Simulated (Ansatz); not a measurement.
**C6H16B2Br2: basis-set convergence**

Aim: see how fast density functionals converge with the basis set for C6H16B2Br2.

The runs use Ansatz 0.2.0, Gaussian basis; one geometry, several basis sets.

Plan: PBE0-D4/def2-SVP; ωB97M-V/def2-SVP; PBE0-D4/def2-QZVPP; ωB97M-V/def2-QZVPP; the functionals' def2-TZVPP values are taken from earlier runs.

### Step 1. The geometry

All runs share one geometry, relaxed beforehand with PBE0-D4 in a triple-zeta def2 set.

SMILES `CC[B@-]1(C)[Br+][B@-](C)(CC)[Br+]1`, 26 atoms, charge 0, spin multiplicity 1.

Atoms are counted from 1 here; the program's logs count them from 0.

Bond lengths: C1–C2 1.521 Å, C1–H11 1.093 Å, C1–H12 1.092 Å, C1–H13 1.093 Å, C2–B3 1.574 Å, C2–H14 1.099 Å, C2–H15 1.099 Å, B3–C4 1.570 Å, B3–Br5 2.167 Å, B3–Br10 2.179 Å, C4–H16 1.095 Å, C4–H17 1.095 Å, C4–H18 1.091 Å, Br5–B6 2.182 Å, B6–C7 1.569 Å, B6–C8 1.574 Å, B6–Br10 2.162 Å, C7–H19 1.091 Å and more. Angles: C2–C1–H11 111.3°, C2–C1–H12 111.4°, C2–C1–H13 111.3°, H11–C1–H12 107.6°, H11–C1–H13 107.5°, H12–C1–H13 107.6°, C1–C2–B3 119.6°, C1–C2–H14 109.7°, C1–C2–H15 109.7°, B3–C2–H14 105.9°, B3–C2–H15 106.1°, H14–C2–H15 104.9°, C2–B3–C4 122.2°, C2–B3–Br5 110.1°, C2–B3–Br10 109.8°, C4–B3–Br5 108.5°, C4–B3–Br10 108.2°, Br5–B3–Br10 94.6° and more.

### Step 2. PBE0-D4 in def2-SVP

The input, in.yaml:

```yaml
crystal:
  periodic: [false, false, false]
  atoms:
    - {symbol: C, position_ang: [-1.003564, -0.353350, -2.667070]}
    - {symbol: C, position_ang: [-2.114805, -0.030010, -1.680874]}
    - {symbol: B, position_ang: [-1.756749, 0.281600, -0.180466]}
    - {symbol: C, position_ang: [-2.855504, 0.625816, 0.886746]}
    - {symbol: Br, position_ang: [-0.483408, -1.277420, 0.622285]}
    - {symbol: B, position_ang: [0.997844, 0.307967, 0.853416]}
    - {symbol: C, position_ang: [1.131783, 0.637905, 2.381430]}
    - {symbol: C, position_ang: [2.219301, -0.008883, -0.088000]}
    - {symbol: C, position_ang: [3.061895, -1.186549, 0.393794]}
    - {symbol: Br, position_ang: [-0.219463, 1.822823, -0.093587]}
    - {symbol: H, position_ang: [-0.441782, -1.236961, -2.355225]}
    - {symbol: H, position_ang: [-1.401236, -0.549769, -3.665337]}
    - {symbol: H, position_ang: [-0.294793, 0.473864, -2.750541]}
    - {symbol: H, position_ang: [-2.836803, -0.858468, -1.652646]}
    - {symbol: H, position_ang: [-2.690727, 0.833758, -2.041896]}
    - {symbol: H, position_ang: [-3.566366, -0.203546, 0.968974]}
    - {symbol: H, position_ang: [-3.420530, 1.509076, 0.570080]}
    - {symbol: H, position_ang: [-2.457740, 0.823482, 1.883337]}
    - {symbol: H, position_ang: [0.179933, 0.844594, 2.872913]}
    - {symbol: H, position_ang: [1.775917, 1.513922, 2.516077]}
    - {symbol: H, position_ang: [1.603925, -0.198065, 2.907861]}
    - {symbol: H, position_ang: [1.889988, -0.180594, -1.116560]}
    - {symbol: H, position_ang: [2.840176, 0.897270, -0.119526]}
    - {symbol: H, position_ang: [2.471163, -2.106235, 0.434023]}
    - {symbol: H, position_ang: [3.906898, -1.371386, -0.273464]}
    - {symbol: H, position_ang: [3.464636, -1.010853, 1.394240]}
basis:
  gaussian: {orbitals: def2-SVP}
hamiltonian: {xc: pbe0, dispersion: d4}
output: {orbitals: {seedname: orbitals}}
```

On the command line:

```
$ ansatz run in.yaml --threads 11 --pin off --events-out ev --progress --plain --max-ram 174080MiB --backend cpu
```

The runs that follow: ωB97M-V in def2-SVP; PBE0-D4 in def2-QZVPP; ωB97M-V in def2-QZVPP.

Q: Predict the results of all the runs planned. Wanted: PBE0-D4: double and triple zeta above quadruple; ωB97M-V: double and triple zeta above quadruple.

The runs gave:

```
                                       quantity           value
PBE0-D4: double and triple zeta above quadruple  28.53, 3.30 eV
ωB97M-V: double and triple zeta above quadruple  28.87, 3.18 eV
```

For PBE0-D4 the step from double to triple zeta gains 25.22 eV and the next only 3.30 eV. Total energies overstate the basis error of differences, where much of it tends to cancel.
